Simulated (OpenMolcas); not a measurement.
# Pr⁴⁺ among point charges: CASSCF and CASPT2 levels and susceptibility

How does a field of 6 point charges split the states of Pr⁴⁺, and what χT follows?

The numbers are computed with OpenMolcas 26.06 (state-averaged CASSCF and CASPT2, spin-orbit coupling by RASSI with atomic mean-field integrals), except any that are marked as measured or tabulated.

### Step 1. Starting point

| Property | Result |
| --- | --- |
| Species | Pr⁴⁺ (praseodymium, Z = 59, 55 electrons) |
| Basis | ANO-RCC-VDZP [7s6p4d2f1g], 68 functions |
| Scalar Hamiltonian | DKH2, point nucleus |
| Inactive shells | 1s 2s 2p 3s 3p 3d 4s 4p 4d 5s 5p |
| Active space | 1 electron in 7 orbitals (4f) |
| Some configurations of this space | 4f |
| Orbitals | optimised for the highest spin of each parity, averaged over all roots |

Outer shells as boxes (Hund's rule):

4f
```
4f [↑ ][  ][  ][  ][  ][  ][  ]
```

The ion sits among 6 point charges of -1 e arranged as an octahedron (Oh), 2.29 Å from the ion.

Each step is its own input file, run in one work folder so that later steps find the files of earlier ones. Labels, J, g values, rates, χT and fits are worked out afterwards by a script from the matrices that RASSI stores. The input lists half of the charges; inversion (Group=XYZ) makes the rest.

### Step 2. One- and two-electron integrals

a.inp

```
&GATEWAY
Coord
1

Pr 0.0 0.0 0.0
Basis=ANO-RCC-VDZP
Group=XYZ
NoMove
AngMom=0.0 0.0 0.0
AMFI
XField
3 Angstrom 0
2.290000 0.000000 0.000000 -1.000000
0.000000 2.290000 0.000000 -1.000000
0.000000 0.000000 2.290000 -1.000000
&SEWARD
```

Run with:

```sh
$ OMP_NUM_THREADS=1 MOLCAS_MEM=2252 MOLCAS_PROJECT=a pymolcas a.inp > a.log
```

Log:

```text
Basis set label: PR.ANO-RCC...7S6P4D2F1G.

      Electronic valence basis set:
      ------------------
      Associated Effective Charge  59.000000 au
      Associated Actual Charge     59.000000 au
      Nuclear Model: Point charge

      Shell  nPrim  nBasis  Cartesian Spherical Contaminant
         s      25       7        X
         p      22       6        X
         d      15       4                 X
         f      11       2                 X
         g       4       1                 X
                  Relativistic Douglas-Kroll-Hess integrals:
                    - DKH order of Hamiltonian: 2
                    - DKH order of Properties : 0
                  Atomic mean-field integrals
```

### Step 3. Reference wave functions, doublets of odd parity, 7 roots

a.inp

```
&RASSCF
FileOrb=start.orb
Symmetry=2
Spin=2
nActEl=1 0 0
Inactive=15 12
Ras2=0 7
CIRoot=7 7 1
SDav=7
CIMx=300
Iter=120 100
PrWF=0.3
OrbListing=Nothing
MaxOrb=0
>>> COPY $Project.JobIph JOB001
```

Run with:

```sh
$ OMP_NUM_THREADS=1 MOLCAS_MEM=2252 MOLCAS_PROJECT=a pymolcas a.inp > a.log
```

start.orb holds the contracted functions of the basis, ordered by shell, or the orbitals of the step before.

Log, cut to the lines that bear on the results:

```text
[...]
      Number of active orbitals                  7
[...]
      Spin quantum number                      0.5
[...]
      Active orbitals                            0   7
[...]
      Number of CSFs                             7
      Number of root(s) required                 7
[...]
      Convergence after 11 iterations
[...]
      Natural orbitals and occupation numbers for root  1
      sym 2:   1.000000   0.000000   0.000000   0.000000   0.000000   0.000000   0.000000
      Natural orbitals and occupation numbers for root  2
      sym 2:  -0.000000   0.000000   1.000000   0.000000  -0.000000  -0.000000  -0.000000
      Natural orbitals and occupation numbers for root  3
      sym 2:  -0.000000   0.000000   0.000000   0.000000  -0.000000   1.000000  -0.000000
::    RASSCF root number  1 Total energy:  -9232.65186112
::    RASSCF root number  2 Total energy:  -9232.65064450
::    RASSCF root number  3 Total energy:  -9232.65064450
::    RASSCF root number  4 Total energy:  -9232.65064450
::    RASSCF root number  5 Total energy:  -9232.64935222
::    RASSCF root number  6 Total energy:  -9232.64935222
::    RASSCF root number  7 Total energy:  -9232.64935222
```

### Step 4. State interaction with spin-orbit coupling

a.inp

```
&RASSI
NrOfJobIphs=1 7
1 2 3 4 5 6 7
IphNames
JOB001
EJob
SpinOrbit
DIPRint=1.0
SOCoupling=1000.0
Subsets=2
Property=9
'ANGMOM' 1 'ANGMOM' 2 'ANGMOM' 3 'MLTPL  1' 1 'MLTPL  1' 2 'MLTPL  1' 3
'AMFI' 1 'AMFI' 2 'AMFI' 3
SOProperty=3
'ANGMOM' 1 'ANGMOM' 2 'ANGMOM' 3
```

Run with:

```sh
$ OMP_NUM_THREADS=1 MOLCAS_MEM=2252 MOLCAS_PROJECT=a pymolcas a.inp > a.log
```

Log, cut to the lines that bear on the results:

```text
SPIN-FREE ENERGIES:
  (Shifted by EMIN (a.u.) =      -9232.6518611209)
 SF State       Relative EMIN(au)   Rel lowest level(eV)    D:o, cm**(-1)      L_eff
     1             0.0000000000        0.0000000000              0.0000         3.0
     2             0.0012166238        0.0331060199            267.0181         3.0
     3             0.0012166238        0.0331060199            267.0181         3.0
     4             0.0012166238        0.0331060199            267.0181         3.0
     5             0.0025088992        0.0682706262            550.6397         3.0
     6             0.0025088992        0.0682706262            550.6397         3.0
     7             0.0025088992        0.0682706262            550.6397         3.0
     Dipole printing threshold changed to   1.00000000E+00
Eigenvalues of complex Hamiltonian:
   -----------------------------------
  (Shifted by EMIN (a.u.) =      -9232.6518611209)
 SO State       Relative EMIN(au)   Rel lowest level(eV)    D:o, cm**(-1)     J-value
     1            -0.0075074330        0.0000000000              0.0000         2.0
     2            -0.0075074330        0.0000000000              0.0000         2.0
     3            -0.0061715183        0.0363520896            293.1994         2.4
     4            -0.0061715183        0.0363520896            293.1994         2.4
     5            -0.0061715183        0.0363520887            293.1994         1.4
     6            -0.0061715183        0.0363520887            293.1994         1.4
     7             0.0066781378        0.3860090458           3113.3729         2.8
     8             0.0066781378        0.3860090458           3113.3729         2.8
     9             0.0078480254        0.4178433076           3370.1336         2.5
    10             0.0078480254        0.4178433087           3370.1336         3.0
    11             0.0078480254        0.4178433087           3370.1336         3.0
[...]
```

These steps took 1.9 s in all on 1 thread of Arm Neoverse V2, shared host.

States without spin-orbit coupling:

```csv
state,degeneracy,E (cm-1),free-ion L (%)
2A2,1,0,F (100)
2T2,3,267,F (100)
2T1,3,551,F (100)
```

With spin-orbit coupling:

| E (cm-1) | Degeneracy | Label | 2S+1 | J | abs mJ (%) | g |
| --- | --- | --- | --- | --- | --- | --- |
| 0.0 | 2 | Γ7 | 2 | 2.50 | 3/2 (83) | 1.36 1.36 1.36 |
| 293.2 | 4 | Γ8 | 2 | 2.50 | 1/2 (50) |  |
| 3113 | 2 | Γ7 | 2 | 3.50 | 5/2 (75) | 3.36 3.36 3.36 |
| 3370 | 4 | Γ8 | 2 | 3.50 | 3/2 (37) |  |
| 3547 | 2 | Γ6 | 2 | 3.50 | 1/2 (58) | 2.67 2.67 2.67 |

Principal g values are given for doublets only; a zero marks a field direction without first-order Zeeman splitting.

Powder χT (cm³ K/mol): 0.18 at 2 K, 0.19 at 5 K, 0.20 at 10 K, 0.23 at 20 K, 0.32 at 50 K, 0.46 at 100 K, 0.58 at 150 K, 0.66 at 200 K, 0.70 at 250 K, 0.73 at 300 K.

Stevens parameters of the J = 5/2 multiplet, 293 cm⁻¹ wide (cm⁻¹): B40 = 8.135e-01, B44 = 4.079e+00.

Orbitals of the lowest block (energies include the constant potential of the surroundings):

```
shell     space  energy (hartree)  mean occupation  ⟨r²⟩ (bohr²)
   1s  inactive        -1549.5735            2.000      0.000755
   2s  inactive         -254.0036            2.000        0.0124
   2p  inactive         -227.4772            6.000       0.00995
   3s  inactive          -57.0881            2.000        0.0840
   3p  inactive          -48.4496            6.000        0.0840
   3d  inactive          -36.1445           10.000        0.0717
   4s  inactive          -12.5501            2.000         0.433
   4p  inactive           -9.5933            6.000         0.485
   4d  inactive           -5.1874           10.000         0.597
   4f      RAS2                              1.000          1.03
   5s  inactive           -1.9896            2.000          2.41
   5p  inactive           -1.1049            6.000          2.94
```

### Step 5. CASPT2: IPEA 0.25, imaginary shift 0.1 (closed shells correlated: 5s 5p)

a.inp

```
>>> COPY JOB001 $Project.JobIph
&CASPT2
Multistate=7 1 2 3 4 5 6 7
NoMult
Frozen=14 9
IPEA=0.25
Imaginary=0.1
MaxIter=60
WThr=0.0 0.3 0.05
PrWF=0.5
NoMix
```

Log:

```text
Orbital specifications:
      -----------------------

      Symmetry species                           1   2
                                                ag  au
      Frozen orbitals                           14   9
      Inactive orbitals                          1   3
      Active orbitals                            0   7
      Secondary orbitals                        21  13
      Deleted orbitals                           0   0
      Number of basis functions                 36  32
Type of calculation                        SS-CASPT2
      Fock operator                              state-specific
      IPEA shift                                 0.25
      Real shift                                 0.00
      Imaginary shift                            0.10
      The input orbitals will be transformed to quasi-canonical
Reference energy:       -9232.6518611209
      E2 (Non-variational):      -0.1643560135
      Shift correction:          -0.0001414506
      E2 (Variational):          -0.1644974640
      Total energy:           -9232.8163585849
      Residual norm:              0.0000002165
      Reference weight:           0.95526
      Contributions to the CASPT2 correlation energy
      Active & Virtual Only:          0.0000000000
      One Inactive Excited:          -0.0205790839
      Two Inactive Excited:          -0.1437769296
Reference energy:       -9232.6506444971
      E2 (Non-variational):      -0.1648631658
      Shift correction:          -0.0001436141
      E2 (Variational):          -0.1650067799
      Total energy:           -9232.8156512770
      Residual norm:              0.0000002778
      Reference weight:           0.95492
      Contributions to the CASPT2 correlation energy
      Active & Virtual Only:          0.0000000000
      One Inactive Excited:          -0.0210483851
      Two Inactive Excited:          -0.1438147807
::    CASPT2 Root  1     Total energy:  -9232.81635858
::    CASPT2 Root  2     Total energy:  -9232.81565128
::    CASPT2 Root  3     Total energy:  -9232.81566150
::    CASPT2 Root  4     Total energy:  -9232.81570941
::    CASPT2 Root  5     Total energy:  -9232.81433066
::    CASPT2 Root  6     Total energy:  -9232.81445194
::    CASPT2 Root  7     Total energy:  -9232.81411137
```

This run took 1.1 s in all on 1 thread of Arm Neoverse V2, shared host.

SS-CASPT2: lowest energy less the reference's lowest, -0.1645 hartree; reference weights 0.955.

States without spin-orbit coupling:

| state | degeneracy | E (cm-1) | free-ion L (%) |
| --- | --- | --- | --- |
| 2A2 | 1 | 0 | F (100) |
| 2T2 | 3 | 150 | F (100) |
| 2T1 | 3 | 452 | F (100) |

With spin-orbit coupling:

```tsv
E (cm-1)	Degeneracy	Label	2S+1	J	abs mJ (%)	g
0	2	Γ7	2	2.50	3/2 (83)	1.39 1.39 1.39
250	4	Γ8	2	2.50	1/2 (50)	
3120	2	Γ7	2	3.50	5/2 (75)	3.40 3.40 3.40
3320	4	Γ8	2	3.50	3/2 (37)	
3510	2	Γ6	2	3.50	1/2 (58)	2.67 2.67 2.67
```

Powder χT (cm³ K/mol): 0.19 at 2 K, 0.20 at 5 K, 0.22 at 10 K, 0.25 at 20 K, 0.35 at 50 K, 0.51 at 100 K, 0.62 at 150 K, 0.69 at 200 K, 0.73 at 250 K, 0.75 at 300 K.

### Step 6. The methods side by side

A. CASSCF
B. SS-CASPT2, IPEA 0.25, imaginary shift 0.1 (closed shells correlated: 5s 5p)

| method | ground state | first state of that spin (cm-1) | first gap with spin-orbit (cm-1) | χT at 300 K |
| --- | --- | --- | --- | --- |
| A | 2A2 | 2T2 267 | 293.2 | 0.73 |
| B | 2A2 | 2T2 150.2 | 250.3 | 0.75 |

### Step 7. Results

```
                                            quantity                                                                        value
                                              method  SS-CASPT2, IPEA 0.25, imaginary shift 0.1 (closed shells correlated: 5s 5p)
                              spin-free ground state                                              2A2, 1-fold in its orbital part
first state of the same spin within the active space                                                              2T2 at 150 cm⁻¹
                                        lowest level                                              2-fold Γ7, g = 1.39, 1.39, 1.39
                                          next level                                                                   250.3 cm⁻¹
                                         χT at 300 K                                                               0.75 cm³ K/mol
                           effective moment at 300 K                                                                      2.46 μB
```

Cost by method:

```csv
method,time of its own steps,time with the reference
A. CASSCF,1.9 s,1.9 s
"B. SS-CASPT2, IPEA 0.25, imaginary shift 0.1, +5s 5p",1.1 s,3 s
```

Times are of one thread on a shared host.

What this shows: The spin-free ground state (2A2) comes to 100 % from free-ion F terms and keeps the highest spin of the shell. CASPT2 does not keep the components of a term degenerate, and the means are used. Point charges carry no covalency, so the field is a model and not that of real ligands.
